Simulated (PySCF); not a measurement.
# cis-Zr(NH3)2F4: geometry, NMR shifts and electronic excitations

What NMR shifts and electronic excitations should cis-Zr(NH3)2F4 (`[NH3]->[Zr](<-[NH3])([F])([F])([F])[F]`) show?

The runs use PySCF 2.14.0, with density-fitted response routines of our own; the level of theory stands in each step. All values are computed, except where a source is named. Atoms are numbered from 0 throughout.

### 1 Starting geometry

13 atoms, charge 0, multiplicity 1; geometry from: GFN2-xTB. The atoms were then displaced at random by about 0.03 Å, so the start is not that level's minimum.

Bonds of the start (Å): Zr0–N1 2.37, Zr0–F5 1.91, Zr0–N6 2.35, Zr0–F10 1.98, Zr0–F11 1.96, Zr0–F12 1.75, N1–H2 1.00, N1–H3 1.04, N1–H4 1.01, N6–H7 1.03, N6–H8 1.01, N6–H9 1.01.

### 2 Geometry optimisation at PBE0-D3(BJ)/def2-SVP

Job settings and geometry (Å):

```
{"job": {"xc": "PBE0", "basis": "def2-SVP", "d3": "d3bj", "grid": 1, "maxiter": 40, "shake": 0.03, "kind": "geom"}, "charge": 0, "multiplicity": 1}
Zr    -0.581110    -0.070390    -0.644020
N     -0.911920    -0.023340     1.706200
H     -0.567620     0.785710     2.177330
H     -0.504140    -0.868330     2.152170
H     -1.922310     0.029700     1.700780
F     -0.476290     0.031980    -2.548080
N      1.760060    -0.001820    -0.857280
H      1.813440    -0.078460    -1.887630
H      2.211910    -0.764210    -0.372080
H      2.164620     0.874770    -0.563170
F     -2.557220    -0.007530    -0.490840
F     -0.150170     1.772040    -0.138080
F     -0.248620    -1.732240    -0.213110
```

Command:

```sh
$ OMP_NUM_THREADS=1 python probes_run.py task.json out
```

One launch serves the whole session: the jobs run in the order shown.

The log of the run:

```text
step   0  E = -559.00367338  max force = 0.141968
step   1  E = -559.03279612  max force = 0.012306
step   2  E = -559.03489937  max force = 0.005063
step   3  E = -559.03532452  max force = 0.002660
step   4  E = -559.03535683  max force = 0.005006
step   5  E = -559.03551402  max force = 0.003117
step   6  E = -559.03556811  max force = 0.001368
step   7  E = -559.03559299  max force = 0.000597
step   8  E = -559.03560718  max force = 0.000392
optimisation converged
```

Wall time 70 s (1 thread of Intel Xeon 6975P-C, shared host); peak memory 0.57 GiB.

Relaxation path:

```
step  energy from step 0 (eV)  largest force component (eV/Å)
   0                   0.0000                          7.3003
   1                  -0.7925                          0.6328
   2                  -0.8497                          0.2604
   3                  -0.8613                          0.1368
   4                  -0.8622                          0.2574
   5                  -0.8664                          0.1603
   6                  -0.8679                          0.0703
   7                  -0.8686                          0.0307
   8                  -0.8690                          0.0202
```

Close pairs (by a distance rule), those that changed most:

```
   bond  before (Å)  after (Å)  change (Å)
Zr0–F12       1.749      1.946      +0.198
 Zr0–N6       2.352      2.453      +0.101
 Zr0–N1       2.374      2.456      +0.082
Zr0–F10       1.983      1.931      -0.052
  N1–H2       0.998      1.019      +0.022
 Zr0–F5       1.910      1.931      +0.021
  N1–H3       1.039      1.019      -0.020
  N6–H7       1.035      1.021      -0.013
```

The end geometry stands in the next job.

```
                         at the end point                value
rotational constants (GHz, main isotopes)  1.755, 1.468, 1.351
                        dipole moment (D)                 6.60
```

### 3 Shielding tensors: PBE0/def2-TZVP+pcSseg-1

Job settings and geometry (Å):

```
{"job": {"kind": "nmr", "xc": "PBE0", "basis": {"default": "pcSseg-1", "Zr": "def2-TZVP"}}, "charge": 0, "multiplicity": 1}
Zr    -0.647911    -0.003790    -0.676546
N     -0.965420    -0.011641     1.759149
H     -0.608501     0.813007     2.240337
H     -0.628411    -0.843432     2.242276
H     -1.982112     0.001682     1.855470
F     -0.471154     0.012037    -2.599201
N      1.795013    -0.007809    -0.900276
H      1.946773    -0.096097    -1.906154
H      2.287383    -0.779537    -0.452349
H      2.225289     0.868572    -0.606850
F     -2.576115     0.011946    -0.566262
F     -0.161530     1.814539    -0.171871
F     -0.182673    -1.831597    -0.195533
```

Level: GIAO PBE0/pcSseg-1 Zr:def2-TZVP NMR shielding, scalar relativity only through core potentials, gas phase.

The log of the run:

```text
coarse grid: 54480 points
cycle   1  E = -559.0776069579  dE = -5.477e+00  |g| = 1.194e+00  |ddm| = 4.871e+00
cycle   2  E = -559.1577510909  dE = -8.014e-02  |g| = 1.235e+00  |ddm| = 2.059e+00
cycle   3  E = -559.3840567785  dE = -2.263e-01  |g| = 2.682e-01  |ddm| = 9.087e-01
cycle   4  E = -559.3970894542  dE = -1.303e-02  |g| = 7.490e-02  |ddm| = 2.237e-01
cycle   5  E = -559.3980401280  dE = -9.507e-04  |g| = 1.374e-02  |ddm| = 4.832e-02
cycle   6  E = -559.3980738874  dE = -3.376e-05  |g| = 4.883e-03  |ddm| = 1.022e-02
cycle   7  E = -559.3980777489  dE = -3.861e-06  |g| = 1.419e-03  |ddm| = 2.781e-03
final grid: 115040 points
cycle   8  E = -559.3978854735  dE =  1.545e-07  |g| = 2.347e-03  |ddm| = 2.108e-03
cycle   9  E = -559.3978837760  dE =  1.697e-06  |g| = 4.096e-03  |ddm| = 2.933e-03
cycle  10  E = -559.3978862904  dE = -2.514e-06  |g| = 1.187e-04  |ddm| = 1.889e-03
cycle  11  E = -559.3978862930  dE = -2.544e-09  |g| = 3.395e-05  |ddm| = 8.472e-05
cycle  12  E = -559.3978862931  dE = -1.809e-10  |g| = 1.255e-05  |ddm| = 2.195e-05
converged SCF energy = -559.3978862931

GIAO shielding tensors (ppm)
atom      isotropic    diamagn.    paramagn.     s11        s22        s33       span
  0 Zr         nan         nan         nan        nan        nan        nan        nan
  1 N      235.153     317.152     -81.999    227.180    238.959    239.319     12.139
  2 H       30.002      30.249      -0.247     24.741     26.128     39.137     14.396
  3 H       30.007      30.203      -0.195     24.761     26.077     39.185     14.424
  4 H       29.419      29.240       0.179     23.796     25.744     38.716     14.920
  5 F       35.750     475.504    -439.754   -140.496   -120.395    368.141    508.637
  6 N      234.950     317.227     -82.277    227.222    238.455    239.173     11.951
  7 H       29.448      29.220       0.228     23.873     25.718     38.754     14.882
  8 H       30.050      30.287      -0.237     24.848     26.079     39.225     14.377
  9 H       29.927      30.220      -0.293     24.616     26.150     39.014     14.398
 10 F       36.588     475.522    -438.934   -138.531   -119.645    367.939    506.470
 11 F       61.684     475.894    -414.210    -75.313    -65.027    325.392    400.705
 12 F       60.497     475.774    -415.277    -77.655    -67.925    327.072    404.727
```

Run time: 22 s. Hardware: 1 thread of Intel Xeon 6975P-C, shared host; peak memory 1.1 GiB.

The references, computed at this level on geometries of the same kind, shield at (ppm): ¹H TMS 31.27, ¹⁹F CFCl3 177.2, ¹⁵N NH3 265.7. Their shielding less the atom's gives the shift. The references are single molecules in the gas phase, so shifts against H2O, NH3, PH3, H3PO4 or CFCl3 are not on the usual liquid scales and can be off by tens of ppm. Atoms listed in one row are averaged.

```
                 atoms                          environment  σ (ppm)  δ (ppm)
H2, H3, H4, H7, H8, H9  hydrogen on a nitrogen bonded to Zr    29.81     1.46
                N1, N6           nitrogen bonded to Zr, 3 H    235.1     30.6
               F5, F10                fluorine bonded to Zr     36.2    141.1
              F11, F12                fluorine bonded to Zr     61.1    116.2
```

Atoms past Kr carry core potentials, so their printed shieldings have no meaning and are left out of the table.

The run also stored atomic charges by several schemes (e):

```
   atoms  Mulliken  ESP fit
     Zr0      1.60     1.70
  N1, N6     -0.53    -0.73
 F5, F10     -0.47    -0.49
F11, F12     -0.49    -0.52
```

Mayer bond orders: Zr0–N1 0.27, Zr0–F5 0.92, Zr0–N6 0.27, Zr0–F10 0.91, Zr0–F11 0.89, Zr0–F12 0.90.

With diffuse functions Mulliken charges and Mayer bond orders lose their meaning; the other schemes are steadier.

Orbitals, density, ELF and potential are computed afterwards from the orbital file.

Frontier orbitals at PBE0/def2-TZVP+pcSseg-1, with the share of their density that lies nearest to each atom:

```
orbital  energy (eV)                                           lies on
   HOMO        -9.65  N1, N6 about 24 % each; F11, F12 about 12 % each
   LUMO        -0.44             Zr0 47 %; F5, F10, F11 about 6 % each
```

ELF in a plane through or near 7 of the atoms.

Values, 10 rows by 14 columns:
```
0.00 0.00 0.00 0.00 0.00 0.00 0.00 0.00 0.00 0.00 0.00 0.00 0.00 0.00
0.00 0.00 0.00 0.00 0.00 0.00 0.00 0.00 0.00 0.00 0.00 0.00 0.00 0.00
0.00 0.00 0.00 0.00 0.01 0.00 0.00 0.00 0.00 0.00 0.00 0.00 0.00 0.00
0.00 0.00 0.03 0.14 0.37 0.17 0.03 0.00 0.06 0.28 0.23 0.10 0.00 0.00
0.00 0.00 0.18 0.65 0.12 0.79 0.51 0.04 0.82 0.33 0.72 0.49 0.01 0.00
0.00 0.00 0.78 0.99 0.78 0.65 0.55 0.86 0.17 0.73 0.98 0.97 0.02 0.00
0.00 0.00 0.00 0.00 0.28 0.48 0.68 0.65 0.18 0.49 0.03 0.00 0.00 0.00
0.00 0.00 0.00 0.14 0.82 0.57 0.66 0.09 0.83 0.76 0.48 0.02 0.00 0.00
0.00 0.00 0.00 0.01 0.27 0.43 0.22 0.01 0.34 0.37 0.10 0.00 0.00 0.00
0.00 0.00 0.00 0.00 0.00 0.00 0.00 0.00 0.00 0.00 0.00 0.00 0.00 0.00
```
The map spans 10.6 Å across and 9.6 Å up, centred on the molecule. Atoms in the plane (x, y in Å): Zr0 (0.0, -0.9), N1 (1.9, 0.6), H4 (2.7, 0.0), F5 (-1.5, -2.2), N6 (-1.9, 0.6), H7 (-2.7, 0.0), F10 (1.5, -2.2).

On the surface of density 0.002 e/bohr³ the electrostatic potential runs, from the 1st to the 99th percentile, from -1.75 V near F10 to 2.17 V near H8.

### 4 Ultraviolet spectrum: CAM-B3LYP/def2-SVPD

The job, as its differences from that of step 3:

```diff
@@ -1,2 +1,2 @@
-{"job": {"kind": "nmr", "xc": "PBE0", "basis": {"default": "pcSseg-1", "Zr": "def2-TZVP"}}, "charge": 0, "multiplicity": 1}
+{"job": {"kind": "uv", "xc": "CAM-B3LYP", "basis": "def2-SVPD", "ip": true, "nstates": 10}, "charge": 0, "multiplicity": 1}
 Zr    -0.647911    -0.003790    -0.676546
```

With the program's defaults for keys left out, this is: TDDFT CAM-B3LYP/def2-SVPD, vertical, gas phase, core orbitals frozen in the response.

The log of the run:

```text
coarse grid: 54480 points
cycle   1  E = -559.1405790737  dE = -6.453e+00  |g| = 1.133e+00  |ddm| = 6.271e+00
cycle   2  E = -559.1683154691  dE = -2.774e-02  |g| = 1.282e+00  |ddm| = 2.471e+00
cycle   3  E = -559.4148103834  dE = -2.465e-01  |g| = 2.189e-01  |ddm| = 8.165e-01
cycle   4  E = -559.4245714586  dE = -9.761e-03  |g| = 4.572e-02  |ddm| = 2.950e-01
cycle   5  E = -559.4249962868  dE = -4.248e-04  |g| = 1.262e-02  |ddm| = 7.220e-02
cycle   6  E = -559.4250276178  dE = -3.133e-05  |g| = 3.937e-03  |ddm| = 1.367e-02
cycle   7  E = -559.4250309728  dE = -3.355e-06  |g| = 1.443e-03  |ddm| = 4.599e-03
final grid: 115040 points
cycle   8  E = -559.4246818244  dE = -4.312e-08  |g| = 1.819e-03  |ddm| = 5.255e-03
cycle   9  E = -559.4246812397  dE =  5.847e-07  |g| = 2.656e-03  |ddm| = 2.664e-03
cycle  10  E = -559.4246823494  dE = -1.110e-06  |g| = 7.847e-05  |ddm| = 1.542e-03
cycle  11  E = -559.4246823506  dE = -1.207e-09  |g| = 2.705e-05  |ddm| = 9.264e-05
cycle  12  E = -559.4246823508  dE = -1.802e-10  |g| = 1.060e-05  |ddm| = 3.722e-05
converged SCF energy = -559.4246823508

Static polarisability (au): isotropic 60.035, principal 56.763 58.922 64.420

Singlet excitations
state   eV       nm        f      main configurations
  1   7.9008    156.9   0.06233   H->L+1 0.58, H->L 0.37
  2   8.0132    154.7   0.00077   H-1->L+1 0.59, H-1->L 0.36
  3   8.2767    149.8   0.09250   H->L 0.42, H->L+1 0.37, H-1->L+2 0.15
  4   8.3701    148.1   0.07038   H-1->L 0.40, H-1->L+1 0.34, H->L+2 0.19
  5   8.5253    145.4   0.00001   H-1->L+3 0.95
  6   8.5690    144.7   0.01784   H->L+3 0.91
  7   8.6414    143.5   0.00000   H-2->L+1 0.48, H-3->L+1 0.35
  8   8.7002    142.5   0.00149   H-4->L+1 0.64, H-5->L+1 0.19, H-4->L 0.09
  9   8.8441    140.2   0.01589   H-3->L+1 0.37, H-2->L+1 0.27, H-4->L+3 0.17
 10   8.8792    139.6   0.00362   H-5->L+1 0.61, H-4->L+1 0.14, H-5->L 0.13

Triplet excitations (Tamm-Dancoff, eV): 7.7108 7.7853 7.9973 8.0540
Vertical ionisation energy (delta-SCF) = 12.0659 eV
```

Run time: 2.7 min. Hardware: 1 thread of Intel Xeon 6975P-C, shared host; peak memory 1.3 GiB.

Frontier orbitals and where they lie:

```
orbital      eV                        atoms
 HOMO−3  -12.12  F5 35 %, F10 35 %, F12 24 %
 HOMO−2  -12.12  F10 33 %, F5 32 %, F11 27 %
 HOMO−1  -11.29   N6 26 %, N1 24 %, F11 11 %
   HOMO  -11.20   N1 27 %, N6 25 %, F12 11 %
   LUMO    0.08     Zr0 51 %, H8 6 %, H2 6 %
 LUMO+1    0.71    Zr0 67 %, F10 7 %, F5 7 %
 LUMO+2    0.73     Zr0 50 %, H7 6 %, H4 6 %
```

With each of the 10 states as a Gaussian band of 0.4 eV half-width at 1/e, the curve within the window shown has maxima at 150 nm (ε 8,000) L/(mol cm). Beyond the last state computed it falls off for lack of states. The curve at chosen wavelengths:

nm, ε (L/mol/cm) and a bar:
```
      135        558 #
      136        791 ##
      138       1451 ####
      139       1898 ######
      140       2434 ########
      142       3773 #############
      143       4549 ################
      145       6130 #######################
      146       6833 #########################
      147       7408 ############################
      149       8023 ##############################
      150       8037 ##############################
      151       7867 #############################
      153       7097 ##########################
      154       6569 ########################
      155       5989 ######################
      157       4782 #################
      158       4191 ###############
      159       3625 #############
      161       2601 #########
      162       2154 #######
      164       1406 ####
      165       1108 ###
      166        857 ##
      168        486 #
      169        357
```

Leading natural transition orbitals of singlet state 3: the hole lies on N1, N6 about 28 % each; F11, F12 about 9 % each; the particle on Zr0 17 %; 4 H atoms about 13 % each.

Leading natural transition orbitals of singlet state 1: the hole lies on N1, N6 about 25 % each; F11, F12 about 12 % each; the particle on Zr0 54 %.

Further results of this job:

```
           property  computed
  dipole moment (D)      6.38
polarisability (Å³)      8.90
 HOMO–LUMO gap (eV)     11.28
      −ε(HOMO) (eV)     11.20
```

### 5 Nuclear shieldings: KT2/def2-TZVP+pcSseg-1

The job, as its differences from that of step 4:

```diff
@@ -1,2 +1,2 @@
-{"job": {"kind": "uv", "xc": "CAM-B3LYP", "basis": "def2-SVPD", "ip": true, "nstates": 10}, "charge": 0, "multiplicity": 1}
+{"job": {"kind": "nmr", "xc": "KT2", "basis": {"default": "pcSseg-1", "Zr": "def2-TZVP"}, "pop": false}, "charge": 0, "multiplicity": 1}
 Zr    -0.647911    -0.003790    -0.676546
```

Method: GIAO KT2/pcSseg-1 Zr:def2-TZVP NMR shielding, scalar relativity only through core potentials, gas phase.

The log of the run:

```text
coarse grid: 54480 points
cycle   1  E = -566.2745242851  dE = -5.009e+00  |g| = 1.572e+00  |ddm| = 4.945e+00
cycle   2  E = -566.1683781294  dE =  1.061e-01  |g| = 1.827e+00  |ddm| = 3.384e+00
cycle   3  E = -566.8443306534  dE = -6.760e-01  |g| = 4.098e-01  |ddm| = 1.975e+00
cycle   4  E = -566.8587434009  dE = -1.441e-02  |g| = 3.194e-01  |ddm| = 4.233e-01
cycle   5  E = -566.8768397374  dE = -1.810e-02  |g| = 4.366e-02  |ddm| = 1.764e-01
cycle   6  E = -566.8772094424  dE = -3.697e-04  |g| = 1.533e-02  |ddm| = 3.649e-02
cycle   7  E = -566.8772443126  dE = -3.487e-05  |g| = 6.742e-03  |ddm| = 9.893e-03
cycle   8  E = -566.8772513571  dE = -7.044e-06  |g| = 1.670e-03  |ddm| = 4.053e-03
final grid: 115040 points
cycle   9  E = -566.8767720804  dE =  1.421e-06  |g| = 4.235e-03  |ddm| = 3.788e-03
cycle  10  E = -566.8767560439  dE =  1.604e-05  |g| = 1.061e-02  |ddm| = 7.584e-03
cycle  11  E = -566.8767750661  dE = -1.902e-05  |g| = 5.612e-04  |ddm| = 5.478e-03
cycle  12  E = -566.8767751278  dE = -6.164e-08  |g| = 9.708e-05  |ddm| = 3.722e-04
cycle  13  E = -566.8767751286  dE = -8.108e-10  |g| = 6.609e-05  |ddm| = 7.835e-05
cycle  14  E = -566.8767751294  dE = -8.014e-10  |g| = 3.667e-06  |ddm| = 3.656e-05
converged SCF energy = -566.8767751294

GIAO shielding tensors (ppm)
atom      isotropic    diamagn.    paramagn.     s11        s22        s33       span
  0 Zr         nan         nan         nan        nan        nan        nan        nan
  1 N      233.467     315.960     -82.492    225.079    237.283    238.041     12.962
  2 H       30.057      30.214      -0.158     25.168     26.241     38.761     13.593
  3 H       30.061      30.167      -0.107     25.185     26.195     38.803     13.618
  4 H       29.469      29.242       0.227     24.216     25.758     38.433     14.217
  5 F       -8.006     476.605    -484.611   -195.360   -161.323    332.665    528.025
  6 N      233.270     316.037     -82.766    225.094    236.807    237.910     12.816
  7 H       29.498      29.217       0.281     24.289     25.742     38.462     14.174
  8 H       30.101      30.248      -0.147     25.257     26.205     38.842     13.586
  9 H       29.984      30.191      -0.208     25.057     26.246     38.648     13.590
 10 F       -7.188     476.612    -483.800   -193.423   -160.667    332.526    525.949
 11 F       16.394     476.979    -460.585   -123.327   -115.087    287.596    410.922
 12 F       15.369     476.873    -461.504   -125.373   -117.765    289.247    414.620
```

Wall time 21 s (1 thread of Intel Xeon 6975P-C, shared host); peak memory 1.2 GiB.

This run: δ N1 30.9, F5 146.2, F11 122.7, H2 1.32 ppm (means over like atoms).

### 6 Run by run: NMR shifts

Shifts (ppm), means over like atoms, with basis size and wall time:

```
                    run    H2    N1     F5    F11  functions  time
PBE0/def2-TZVP+pcSseg-1  1.46  30.6  141.1  116.2        172  22 s
 KT2/def2-TZVP+pcSseg-1  1.32  30.9  146.2  122.7        172  21 s
```

### 7 Summary of results

| quantity | value |
| --- | --- |
| rotational constants (main isotopes) | 1.75, 1.47, 1.35 GHz |
| ¹H shifts against TMS (PBE0/def2-TZVP+pcSseg-1, means over atoms taken as alike) | 1.46 ppm |
| ¹⁵N shifts against NH3 (PBE0/def2-TZVP+pcSseg-1, means over atoms taken as alike) | 30.6 ppm |
| ¹⁹F shifts against CFCl3 (PBE0/def2-TZVP+pcSseg-1, means over atoms taken as alike) | 141.1, 116.2 ppm |
| surface potential, 1st and 99th percentile | -1.75 V and 2.17 V |
| lowest singlet (CAM-B3LYP/def2-SVPD) | 7.90 eV (157 nm), f = 0.062 |
| brightest single state of those computed | state 3, 8.28 eV, f = 0.092 |
| lowest triplet | 7.71 eV |
| vertical ionisation energy (ΔSCF) | 12.07 eV |
| range of the shift of F11 | 116.2 to 122.7 ppm |

What this shows: The start was shaken at random, so part of the energy gained undoes that. Over 8 steps the energy fell by 0.869 eV; of the close pairs, Zr0–F12 changed most, 1.749 to 1.946 Å. No frequency check was run at this level, so the end point may be a saddle. At PBE0/def2-TZVP+pcSseg-1: The widest tensor belongs to F5, F10: span 508 ppm, with a paramagnetic part of -439 ppm. At PBE0/def2-TZVP+pcSseg-1, counted by nearest atom on the grid, the HOMO lies on N1, N6 about 24 % each; F11, F12 about 12 % each, the LUMO on Zr0 47 %; F5, F10, F11 about 6 % each. The lowest singlet, at 7.90 eV, is HOMO→LUMO+1 0.58, HOMO→LUMO 0.37 and is bright; of the 10 states computed, the strongest absorption comes from state 3 at 8.28 eV. The lowest triplet lies 0.19 eV below the lowest singlet (triplets in Tamm-Dancoff, singlets in full TDDFT). The orbital energy would give 11.20 eV for ionisation, ΔSCF gives 12.07 eV. Across the 2 runs the shift of F11 (with its like atoms) moves most, between 116.2 (PBE0/def2-TZVP+pcSseg-1) and 122.7 ppm (KT2/def2-TZVP+pcSseg-1). Spin-orbit coupling is left out, which matters for shieldings and couplings at and beside the heavy atoms.
